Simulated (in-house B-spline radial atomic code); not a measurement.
**Mo¹¹⁺: excited configurations in jj coupling**

Wanted: excitation energies of Mo¹¹⁺ as differences of total energies (ΔSCF).

The numbers are computed with in-house B-spline radial atomic code version 1 (Dirac-Hartree-Fock, average of configuration, Fermi nucleus, basis-set limit), except any that are marked as measured or tabulated.

### 1 The atom as given

| Item | Value |
| --- | --- |
| element | molybdenum (Z = 42) |
| charge | +11 |
| electrons | 31 |
| configuration | 1s2 2s2 2p6 3s2 3p6 3d10 4s2 4p-1 |
| Hamiltonian | Dirac-Coulomb |
| nucleus | Fermi, rms radius 4.409 fm |

In configurations, a minus sign after the shell means j = l − 1/2 and a plus sign j = l + 1/2; the count of electrons follows.

The run's settings:

```ini
Z = 42
electrons = 31.0
configuration = 1s2 2s2 2p6 3s2 3p6 3d10 4s2 4p-1
hamiltonian = dirac
method = hf
spin_polarised = False
nucleus = fermi
rms_radius = 4.4091
mass_number = 98
atomic_mass = 97.905403609
speed_of_light = 137.035999084
```

The reference is known from an earlier run: -4009.446038 hartree in all. Up to eight levels, counted from the top:

| orbital | occupation | energy (eV) | <r> (bohr) |
| --- | --- | --- | --- |
| 2p3/2 | 4 | -2784.18 | 0.1353 |
| 3s1/2 | 2 | -739.08 | 0.4236 |
| 3p1/2 | 2 | -645.15 | 0.4190 |
| 3p3/2 | 4 | -625.79 | 0.4290 |
| 3d3/2 | 4 | -462.15 | 0.4063 |
| 3d5/2 | 6 | -458.42 | 0.4094 |
| 4s1/2 | 2 | -256.13 | 0.9975 |
| 4p1/2 | 1 | -230.14 | 1.041 |

### 2 Run with 1s2 2s2 2p6 3s2 3p-1 3p+4 3d10 4s2 4p+1 8p-1

Settings: those of step 1 with these lines changed.

```diff
@@ -2,3 +2,3 @@
 electrons = 31.0
-configuration = 1s2 2s2 2p6 3s2 3p6 3d10 4s2 4p-1
+configuration = 1s2 2s2 2p6 3s2 3p-1 3p+4 3d10 4s2 4p+1 8p-1
 hamiltonian = dirac
```

The program writes no log. Results of the run, from its result record (rounded, main fields):

```text
{
  "status": "converged",
  "iterations": 12,
  "energy [hartree]": {"total": -3987.26217144, "kinetic": 4135.88255948, "nuclear": -9347.46516775, "coulomb": 1335.28832772, "exact_exchange": -110.967890894},
  "breit [hartree]": {"gaunt": 2.644695, "retardation": -0.2603571, "frequency_dependence": -0.01682772},
  "qed [hartree]": {"self_energy": 1.812988, "uehling": -0.2073179, "wichmann_kroll": 0.003123701},
  "recoil [hartree]": 0.01588045,
  "total_with_corrections [hartree]": -3983.26998656,
  "orbitals [hartree, bohr; first row names the columns]": [
    ["name", "occ", "eps", "<r>"],
    ["1s1/2", 2.0, -749.76544, 0.03515],
    ["2s1/2", 2.0, -117.09649, 0.15283],
    ["2p1/2", 2.0, -108.12323, 0.13087],
    ["2p3/2", 4.0, -104.2841, 0.13516],
    ["3s1/2", 2.0, -28.544179, 0.42043],
    ["3p1/2", 1.0, -25.291975, 0.41742],
    ["3p3/2", 4.0, -24.51576, 0.42431],
    ["3d3/2", 4.0, -18.409714, 0.39915],
    ["3d5/2", 6.0, -18.43268, 0.40213],
    ["4s1/2", 2.0, -10.26466, 0.96905],
    ["4p3/2", 1.0, -9.1383989, 1.0205],
    ["8p1/2", 1.0, -1.4889999, 6.0449]
  ],
  "sum_r [bohr^k]": {"-1": 222.56, "1": 17.14671, "2": 47.59867},
  "energy_minus_base [hartree]": 22.183867,
  "energy_minus_base_with_corrections [hartree]": 22.1557764
}
```

It took 2.4 s on 1 thread, shared host.

energy_minus_base is the energy less that of the reference run.

### 3 Configuration 1s2 2s2 2p6 3s2 3p-2 3p+3 3d10 4s2 4p+1 6f+1

Settings: those of step 2 with these lines changed.

```diff
@@ -2,3 +2,3 @@
 electrons = 31.0
-configuration = 1s2 2s2 2p6 3s2 3p-1 3p+4 3d10 4s2 4p+1 8p-1
+configuration = 1s2 2s2 2p6 3s2 3p-2 3p+3 3d10 4s2 4p+1 6f+1
 hamiltonian = dirac
```

Result record:

```text
{
  "status": "converged",
  "iterations": 9,
  "energy [hartree]": {"total": -3988.5897805, "kinetic": 4138.61308579, "nuclear": -9356.40127343, "coulomb": 1340.24454099, "exact_exchange": -111.046133847},
  "breit [hartree]": {"gaunt": 2.654819, "retardation": -0.2602989, "frequency_dependence": -0.01621279},
  "qed [hartree]": {"self_energy": 1.811606, "uehling": -0.2073469, "wichmann_kroll": 0.00312418},
  "recoil [hartree]": 0.01587046,
  "total_with_corrections [hartree]": -3984.58821927,
  "orbitals [hartree, bohr; first row names the columns]": [
    ["name", "occ", "eps", "<r>"],
    ["1s1/2", 2.0, -749.56602, 0.03515],
    ["2s1/2", 2.0, -116.92172, 0.15284],
    ["2p1/2", 2.0, -108.05205, 0.13066],
    ["2p3/2", 4.0, -104.05743, 0.13535],
    ["3s1/2", 2.0, -28.385379, 0.42052],
    ["3p1/2", 2.0, -25.037284, 0.41521],
    ["3p3/2", 3.0, -24.393839, 0.42383],
    ["3d3/2", 4.0, -18.384571, 0.39925],
    ["3d5/2", 6.0, -18.185723, 0.40252],
    ["4s1/2", 2.0, -10.133222, 0.97041],
    ["4p3/2", 1.0, -8.9937613, 1.0244],
    ["6f7/2", 1.0, -2.1424116, 3.6813]
  ],
  "sum_r [bohr^k]": {"-1": 222.7728, "1": 14.78034, "2": 22.26567},
  "energy_minus_base [hartree]": 20.856258,
  "energy_minus_base_with_corrections [hartree]": 20.8375437
}
```

Wall time 1.5 s (1 thread, shared host).

### 4 1s2 2s2 2p6 3s2 3p6 3d10 4s1 4p-1 7p-1

Settings: those of step 3 with these lines changed.

```diff
@@ -2,3 +2,3 @@
 electrons = 31.0
-configuration = 1s2 2s2 2p6 3s2 3p-2 3p+3 3d10 4s2 4p+1 6f+1
+configuration = 1s2 2s2 2p6 3s2 3p6 3d10 4s1 4p-1 7p-1
 hamiltonian = dirac
```

Result record:

```text
{
  "status": "converged",
  "iterations": 11,
  "energy [hartree]": {"total": -4002.04201507, "kinetic": 4152.04258082, "nuclear": -9403.37927371, "coulomb": 1363.03852157, "exact_exchange": -113.743843747},
  "breit [hartree]": {"gaunt": 2.674963, "retardation": -0.2637236, "frequency_dependence": -0.01663261},
  "qed [hartree]": {"self_energy": 1.807718, "uehling": -0.206846, "wichmann_kroll": 0.003116751},
  "recoil [hartree]": 0.01586068,
  "total_with_corrections [hartree]": -3998.02755839,
  "orbitals [hartree, bohr; first row names the columns]": [
    ["name", "occ", "eps", "<r>"],
    ["1s1/2", 2.0, -748.42289, 0.035154],
    ["2s1/2", 2.0, -115.97959, 0.15296],
    ["2p1/2", 2.0, -107.09113, 0.13074],
    ["2p3/2", 4.0, -103.12468, 0.13528],
    ["3s1/2", 2.0, -27.890147, 0.42384],
    ["3p1/2", 2.0, -24.462277, 0.41827],
    ["3p3/2", 4.0, -23.745835, 0.42828],
    ["3d3/2", 4.0, -17.742691, 0.40506],
    ["3d5/2", 6.0, -17.604079, 0.40815],
    ["4s1/2", 1.0, -10.025505, 0.98268],
    ["4p1/2", 1.0, -8.9266035, 1.0283],
    ["7p1/2", 1.0, -2.02587, 4.4427]
  ],
  "sum_r [bohr^k]": {"-1": 223.8913, "1": 15.09898, "2": 28.14925},
  "energy_minus_base [hartree]": 7.40402341,
  "energy_minus_base_with_corrections [hartree]": 7.3982046
}
```

It took 1.4 s on 1 thread, shared host.

### 5 Run with 1s2 2s2 2p6 3s2 3p-2 3p+3 3d10 4s2 4p+1 8d-1

Settings: those of step 4 with these lines changed.

```diff
@@ -2,3 +2,3 @@
 electrons = 31.0
-configuration = 1s2 2s2 2p6 3s2 3p6 3d10 4s1 4p-1 7p-1
+configuration = 1s2 2s2 2p6 3s2 3p-2 3p+3 3d10 4s2 4p+1 8d-1
 hamiltonian = dirac
```

Result record:

```text
{
  "status": "converged",
  "iterations": 9,
  "energy [hartree]": {"total": -3987.77766298, "kinetic": 4137.80817381, "nuclear": -9350.25661201, "coulomb": 1335.70166233, "exact_exchange": -111.030887112},
  "breit [hartree]": {"gaunt": 2.655042, "retardation": -0.2603136, "frequency_dependence": -0.01621261},
  "qed [hartree]": {"self_energy": 1.811623, "uehling": -0.2073489, "wichmann_kroll": 0.003124209},
  "recoil [hartree]": 0.0158685,
  "total_with_corrections [hartree]": -3983.7758798,
  "orbitals [hartree, bohr; first row names the columns]": [
    ["name", "occ", "eps", "<r>"],
    ["1s1/2", 2.0, -749.71272, 0.03515],
    ["2s1/2", 2.0, -117.07135, 0.15284],
    ["2p1/2", 2.0, -108.20161, 0.13067],
    ["2p3/2", 4.0, -104.20622, 0.13535],
    ["3s1/2", 2.0, -28.540457, 0.42049],
    ["3p1/2", 2.0, -25.192875, 0.4152],
    ["3p3/2", 3.0, -24.547901, 0.42379],
    ["3d3/2", 4.0, -18.54058, 0.3992],
    ["3d5/2", 6.0, -18.338048, 0.40243],
    ["4s1/2", 2.0, -10.273729, 0.96933],
    ["4p3/2", 1.0, -9.1320697, 1.023],
    ["8d3/2", 1.0, -1.3301293, 6.5349]
  ],
  "sum_r [bohr^k]": {"-1": 222.6265, "1": 17.62946, "2": 54.63369},
  "energy_minus_base [hartree]": 21.6683755,
  "energy_minus_base_with_corrections [hartree]": 21.6498832
}
```

Wall time 1.4 s (1 thread, shared host).

### 6 1s2 2s2 2p6 3s2 3p-1 3p+4 3d10 4s2 4p+1 7f+1

Settings: those of step 5 with these lines changed.

```diff
@@ -2,3 +2,3 @@
 electrons = 31.0
-configuration = 1s2 2s2 2p6 3s2 3p-2 3p+3 3d10 4s2 4p+1 8d-1
+configuration = 1s2 2s2 2p6 3s2 3p-1 3p+4 3d10 4s2 4p+1 7f+1
 hamiltonian = dirac
```

Result record:

```text
{
  "status": "converged",
  "iterations": 9,
  "energy [hartree]": {"total": -3987.3502429, "kinetic": 4135.94442023, "nuclear": -9348.87707484, "coulomb": 1336.55669739, "exact_exchange": -110.974285681},
  "breit [hartree]": {"gaunt": 2.644198, "retardation": -0.2603017, "frequency_dependence": -0.01682853},
  "qed [hartree]": {"self_energy": 1.812986, "uehling": -0.2073172, "wichmann_kroll": 0.003123689},
  "recoil [hartree]": 0.01588026,
  "total_with_corrections [hartree]": -3983.35850238,
  "orbitals [hartree, bohr; first row names the columns]": [
    ["name", "occ", "eps", "<r>"],
    ["1s1/2", 2.0, -749.73051, 0.03515],
    ["2s1/2", 2.0, -117.05611, 0.15283],
    ["2p1/2", 2.0, -108.08281, 0.13087],
    ["2p3/2", 4.0, -104.24462, 0.13515],
    ["3s1/2", 2.0, -28.499005, 0.42044],
    ["3p1/2", 1.0, -25.260887, 0.41459],
    ["3p3/2", 4.0, -24.471421, 0.42433],
    ["3d3/2", 4.0, -18.364505, 0.39916],
    ["3d5/2", 6.0, -18.389394, 0.40216],
    ["4s1/2", 2.0, -10.225215, 0.96952],
    ["4p3/2", 1.0, -9.1001835, 1.021],
    ["7f7/2", 1.0, -1.560929, 5.2496]
  ],
  "sum_r [bohr^k]": {"-1": 222.5936, "1": 16.35035, "2": 38.05552},
  "energy_minus_base [hartree]": 22.0957956,
  "energy_minus_base_with_corrections [hartree]": 22.0672606
}
```

Wall time 1.4 s (1 thread, shared host).

### 7 1s2 2s2 2p6 3s2 3p6 3d10 4s2 4p+1

Settings: those of step 6 with these lines changed.

```diff
@@ -2,3 +2,3 @@
 electrons = 31.0
-configuration = 1s2 2s2 2p6 3s2 3p-1 3p+4 3d10 4s2 4p+1 7f+1
+configuration = 1s2 2s2 2p6 3s2 3p6 3d10 4s2 4p+1
 hamiltonian = dirac
```

Result record:

```text
{
  "status": "converged",
  "iterations": 9,
  "energy [hartree]": {"total": -4009.31372045, "kinetic": 4159.37945655, "nuclear": -9440.35520531, "coulomb": 1386.61620675, "exact_exchange": -114.954178444},
  "breit [hartree]": {"gaunt": 2.675884, "retardation": -0.2639636, "frequency_dependence": -0.01672714},
  "qed [hartree]": {"self_energy": 1.811286, "uehling": -0.2071862, "wichmann_kroll": 0.003121824},
  "recoil [hartree]": 0.01590049,
  "total_with_corrections [hartree]": -4005.29540589,
  "orbitals [hartree, bohr; first row names the columns]": [
    ["name", "occ", "eps", "<r>"],
    ["1s1/2", 2.0, -747.60163, 0.035154],
    ["2s1/2", 2.0, -115.20071, 0.15295],
    ["2p1/2", 2.0, -106.27651, 0.13078],
    ["2p3/2", 4.0, -102.34002, 0.13528],
    ["3s1/2", 2.0, -27.173925, 0.42351],
    ["3p1/2", 2.0, -23.6917, 0.41931],
    ["3p3/2", 4.0, -23.024898, 0.42883],
    ["3d3/2", 4.0, -16.988503, 0.40613],
    ["3d5/2", 6.0, -16.864587, 0.40946],
    ["4s1/2", 2.0, -9.4183625, 0.99742],
    ["4p3/2", 1.0, -8.3248066, 1.0571]
  ],
  "sum_r [bohr^k]": {"-1": 224.7717, "1": 11.71302, "2": 7.331698},
  "energy_minus_base [hartree]": 0.132318028,
  "energy_minus_base_with_corrections [hartree]": 0.130357095
}
```

Wall time 1.1 s (1 thread, shared host).

### 8 All configurations in order

| net move | configuration | energy above the reference (eV) | with Breit, QED, recoil (eV) | largest <r> (bohr) |
| --- | --- | --- | --- | --- |
| 4p1/2 → 4p3/2 | 1s2 2s2 2p6 3s2 3p6 3d10 4s2 4p+1 | 3.601 | 3.547 | 1.06 |
| 4s → 7p1/2 | 1s2 2s2 2p6 3s2 3p6 3d10 4s1 4p-1 7p-1 | 201.47 | 201.32 | 4.44 |
| 3p3/2, 4p1/2 → 4p3/2, 6f7/2 | 1s2 2s2 2p6 3s2 3p-2 3p+3 3d10 4s2 4p+1 6f+1 | 567.53 | 567.02 | 3.68 |
| 3p3/2, 4p1/2 → 4p3/2, 8d3/2 | 1s2 2s2 2p6 3s2 3p-2 3p+3 3d10 4s2 4p+1 8d-1 | 589.63 | 589.12 | 6.53 |
| 3p1/2, 4p1/2 → 4p3/2, 7f7/2 | 1s2 2s2 2p6 3s2 3p-1 3p+4 3d10 4s2 4p+1 7f+1 | 601.26 | 600.48 | 5.25 |
| 3p1/2, 4p1/2 → 4p3/2, 8p1/2 | 1s2 2s2 2p6 3s2 3p-1 3p+4 3d10 4s2 4p+1 8p-1 | 603.65 | 602.89 | 6.04 |

**Reading.** The lowest of them is 4p1/2 → 4p3/2 at 3.601 eV and the highest 3p1/2, 4p1/2 → 4p3/2, 8p1/2 at 603.65 eV. Koopmans' estimate of the ionisation threshold is 230.14 eV; 4 configurations exceed it by over 2 % and could autoionise. Two partly filled shells share a symmetry and can mix in the average, which may lower the energy, for: 4s → 7p1/2; 3p3/2, 4p1/2 → 4p3/2, 6f7/2; 3p3/2, 4p1/2 → 4p3/2, 8d3/2; 3p1/2, 4p1/2 → 4p3/2, 8p1/2. These are averages over configurations, without correlation, not spectroscopic levels.
